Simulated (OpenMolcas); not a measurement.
**TiCl4 (titanium tetrachloride): revPBE/ANO-RCC-VDZ (DKH2)**

Aim: the vertical ionisation energy of TiCl4 (titanium tetrachloride) at revPBE/ANO-RCC-VDZ (DKH2), from 2 runs. 

The calculation is run with OpenMolcas 26.06.

2 further runs of the same task are left out: 1 that didn't finish, 1 set aside as unsound or not needed.

**1. The structure to begin with**

TiCl4 has 5 atoms, charge 0, and is taken as a singlet. As SMILES, `[Cl][Ti]([Cl])([Cl])[Cl]`. Geometry: a GFN2-xTB relaxation, a rough one for these elements and not checked as a minimum.

Bond lengths: Cl1–Ti2 2.111 Å, Ti2–Cl3 2.112 Å, Ti2–Cl4 2.111 Å, Ti2–Cl5 2.111 Å. Angles: Cl1–Ti2–Cl3 109.5°, Cl1–Ti2–Cl4 109.5°, Cl1–Ti2–Cl5 109.5°, Cl3–Ti2–Cl4 109.4°, Cl3–Ti2–Cl5 109.5°, Cl4–Ti2–Cl5 109.5°.

**2. Energy and forces at revPBE/ANO-RCC-VDZ (DKH2)**

Input file mol.xyz:

```xyz
5

Cl    -1.000410    -0.067700     1.858110
Ti    -0.000240     0.000380     0.000030
Cl     1.709240    -1.236930     0.075630
Cl    -1.294850    -0.681690    -1.521700
Cl     0.586260     1.985940    -0.412070
```

Input file job.input:

```
&GATEWAY
  Coord
  mol.xyz
  Basis
  ANO-RCC-VDZ
  Group
  NoSym

&SEWARD
  Relativistic
  R02O02
  Expert

&SCF
  KSDFT
  revPBE
  PrOrbitals
  1 1

&ALASKA
```

Command:

```bash
$ export MOLCAS_MEM=1860
$ pymolcas job.input > job.log
```

The log of the run:

```text
--- Start Module: gateway ---
[...]
--- Stop Module: gateway /rc=_RC_ALL_IS_WELL_ ---
[...]
 ###    WARNING:  EXPERT option is ON!                                       ###
 ###############################################################################
               SEWARD will generate:
[...]
      Basis functions           79
[...]
--- Start Module: scf ---
[...]
       Convergence after  13 Iterations
[...]
::    Total KS-DFT energy                           -2700.2147742613
[...]
      Total spin, S                                     0.0000000000
[...]
      Total electronic charge=   90.000000
      Total            charge=   -0.000000
[...]
      Dipole Moment (debye):
      Origin of the operator (angstrom)=   -0.0000    0.0000    0.0000
                   X= -2.3150E-03               Y=  3.4510E-03               Z= -7.9989E-04           Total=  4.2319E-03
      Quadrupole Moment (debye*angstrom):
[...]
--- Stop Module: scf /rc=_RC_ALL_IS_WELL_ ---
[...]
--- Start Module: alaska ---
[...]
 *              Molecular gradients               *
 **************************************************
  Irreducible representation: a
 ------------------------------------------------------------------------------------------
                              X                       Y                       Z
 ------------------------------------------------------------------------------------------
  CL1               2.11584916146990E-02    1.41386580016545E-03   -3.91706457765437E-02
  TI2              -1.98393909682864E-04    2.07001585414052E-04   -1.08521317433257E-04
  CL3              -3.59501069786035E-02    2.59690405498674E-02   -1.61063702544317E-03
  CL4               2.73172735042948E-02    1.44272080853547E-02    3.21428052280197E-02
  CL5              -1.23272642307235E-02   -4.20171160208156E-02    8.74699889157782E-03
 ------------------------------------------------------------------------------------------
--- Stop Module: alaska /rc=_RC_ALL_IS_WELL_ ---
[...]
```

Wall time 47 s (1 thread of Arm Neoverse V1, shared host); peak memory 0.49 GiB.

**3. The doublet cation**

mol.xyz is that of step 2.

Input file job.inp:

```
>>> EXPORT MOLCAS_PRINT=2

&GATEWAY
 COORD
 mol.xyz
 BASIS
 ANO-RCC-VDZ
 GROUP
 NoSym

&SEWARD
 RELATIVISTIC
 R02O02
 EXPERT

&SCF
 UHF
 CHARGE
 1
 SPIN
 2
 KSDFT
 revPBE
 PRORBITALS
 1 1

&ALASKA
```

Command:

```bash
$ export MOLCAS_MEM=1860
$ pymolcas job.inp > job.log
```

The log of the run:

```text
--- Start Module: gateway ---
[...]
--- Stop Module: gateway /rc=_RC_ALL_IS_WELL_ ---
[...]
 ###    WARNING:  EXPERT option is ON!                                       ###
 ###############################################################################
               SEWARD will generate:
[...]
      Basis functions           79
[...]
--- Start Module: scf ---
[...]
       Convergence after  79 Iterations
[...]
::    Total KS-DFT energy                           -2699.8039782293
[...]
      Total spin, S                                     0.5024261740
[...]
      Total electronic charge=   89.000000
      Total            charge=    1.000000
[...]
      Dipole Moment (debye):
      Origin of the operator (angstrom)=   -0.0000    0.0000    0.0000
                   X=  2.7419E+00               Y=  8.9855E-01               Z= -4.0414E-01           Total=  2.9135E+00
      Center of Charge (angstrom)
[...]
--- Stop Module: scf /rc=_RC_ALL_IS_WELL_ ---
[...]
--- Start Module: alaska ---
[...]
 *              Molecular gradients               *
 **************************************************
  Irreducible representation: a
 ------------------------------------------------------------------------------------------
                              X                       Y                       Z
 ------------------------------------------------------------------------------------------
  CL1               2.15212241953999E-02    1.55366310541716E-03   -4.13970421279970E-02
  TI2               2.52317570910765E-04    2.54154628693715E-04   -1.51556405688397E-04
  CL3              -3.62141920217880E-02    2.37597744561313E-02   -1.51424322244753E-03
  CL4               2.82475884091724E-02    1.47257021490219E-02    3.41700629784754E-02
  CL5              -1.38069381536390E-02   -4.02932943391789E-02    8.89277877767292E-03
 ------------------------------------------------------------------------------------------
--- Stop Module: alaska /rc=_RC_ALL_IS_WELL_ ---
[...]
```

Run time: 93 s. Hardware: 1 thread of Arm Neoverse V1, shared host; peak memory 0.49 GiB.

**4. Results**

At revPBE/ANO-RCC-VDZ (DKH2):

```
                                          quantity           value
                       singlet TiCl4: total energy  -2700.21477 Eh
                      singlet TiCl4: dipole moment          0.00 D
                        singlet TiCl4: HOMO energy        -8.48 eV
                        singlet TiCl4: LUMO energy        -4.50 eV
                      singlet TiCl4: HOMO–LUMO gap         3.98 eV
           singlet TiCl4: largest force on an atom      2.296 eV/Å
                      doublet cation: total energy  -2699.80398 Eh
doublet cation: HOMO energy (highest over α and β)       -13.87 eV
 doublet cation: LUMO energy (lowest over α and β)       -13.87 eV
                              doublet cation: ⟨S²⟩           0.755
          doublet cation: largest force on an atom      2.402 eV/Å
vertical ionisation energy (to the doublet cation)       11.178 eV
```

**Reading.** Removing an electron at fixed nuclei costs 11.18 eV (1079 kJ/mol). The largest force (singlet TiCl4) is 2.30 eV/Å: the shape isn't a stationary point for this species at this level. −ε(HOMO) before ionisation, 8.48 eV, is 2.70 eV below this ionisation energy. Mulliken charges (singlet TiCl4) run from -0.05 on Cl3 to +0.19 on Ti2; they depend strongly on the basis.
